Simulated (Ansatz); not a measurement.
# CH5BClN: small, medium and large basis sets

One table from this session's results is given with a row withheld; the runs are named, their logs left out.

Program: Ansatz 0.2.0, Gaussian basis. Level of theory: one geometry, several basis sets. These are calculated values, not measurements.

Plan: PBE0-D4/def2-SVP; ωB97M-V/def2-SVP; PBE0-D4/def2-QZVPP; ωB97M-V/def2-QZVPP; CCSD(T)/cc-pV(D+d)Z; CCSD(T)/cc-pV(T+d)Z; CCSD(T)/cc-pV(Q+d)Z; the functionals' def2-TZVPP values are taken from earlier runs.

### Structure used throughout

The geometry comes from an earlier relaxation with PBE0-D4 in a triple-zeta def2 set; it is a stationary point, not always the lowest conformer.

9 atoms, charge 0, spin multiplicity 1.

Atoms are counted from 1 here; the program's logs count them from 0.

Bond lengths: C1–B2 1.563 Å, C1–H5 1.094 Å, C1–H6 1.093 Å, C1–H7 1.094 Å, B2–N3 1.389 Å, B2–Cl4 1.786 Å, N3–H8 1.005 Å, N3–H9 1.005 Å. Angles: B2–C1–H5 110.4°, B2–C1–H6 113.2°, B2–C1–H7 110.4°, H5–C1–H6 108.2°, H5–C1–H7 106.1°, H6–C1–H7 108.2°, C1–B2–N3 124.0°, C1–B2–Cl4 119.1°, N3–B2–Cl4 117.0°, B2–N3–H8 123.0°, B2–N3–H9 122.4°, H8–N3–H9 114.6°.

Set-up of the first run:

File in.yaml:

```yaml
crystal:
  periodic: [false, false, false]
  atoms:
    - {symbol: C, position_ang: [0.142490, 0.994888, -0.646228]}
    - {symbol: B, position_ang: [-0.222491, -0.435608, -0.132379]}
    - {symbol: N, position_ang: [0.119054, -0.919610, 1.123970]}
    - {symbol: Cl, position_ang: [-1.133550, -1.536476, -1.204240]}
    - {symbol: H, position_ang: [0.740451, 0.930341, -1.559903]}
    - {symbol: H, position_ang: [0.698520, 1.586397, 0.084992]}
    - {symbol: H, position_ang: [-0.763567, 1.545984, -0.914302]}
    - {symbol: H, position_ang: [-0.123401, -1.842927, 1.439550]}
    - {symbol: H, position_ang: [0.630995, -0.369491, 1.791439]}
basis:
  gaussian: {orbitals: def2-SVP}
hamiltonian: {xc: pbe0, dispersion: d4}
output: {orbitals: {seedname: orbitals}}
```

Started as:

```bash
ansatz run in.yaml --threads 2 --pin off --events-out ev --progress --plain --max-ram 32768MiB --backend cpu
```

Steps of the session up to this table: PBE0-D4 in def2-SVP; ωB97M-V in def2-SVP; PBE0-D4 in def2-QZVPP; ωB97M-V in def2-QZVPP.

One table of the session follows, with a row left open; its other results are not shown here.

```
functional       basis  HOMO (eV)  LUMO (eV)
   PBE0-D4    def2-SVP      -8.00       1.08
   PBE0-D4  def2-TZVPP      -8.22       0.72
   PBE0-D4  def2-QZVPP      -8.26       0.44
   ωB97M-V    def2-SVP     -10.28       3.22
   ωB97M-V  def2-TZVPP          ?          ?
   ωB97M-V  def2-QZVPP     -10.58       1.53
```

**Question.** Estimate the row for ωB97M-V, def2-TZVPP.

As computed: HOMO (eV): -10.53; LUMO (eV): 1.99. In the column «HOMO (eV)» it lies between ωB97M-V, def2-QZVPP (-10.58) and ωB97M-V, def2-SVP (-10.28).
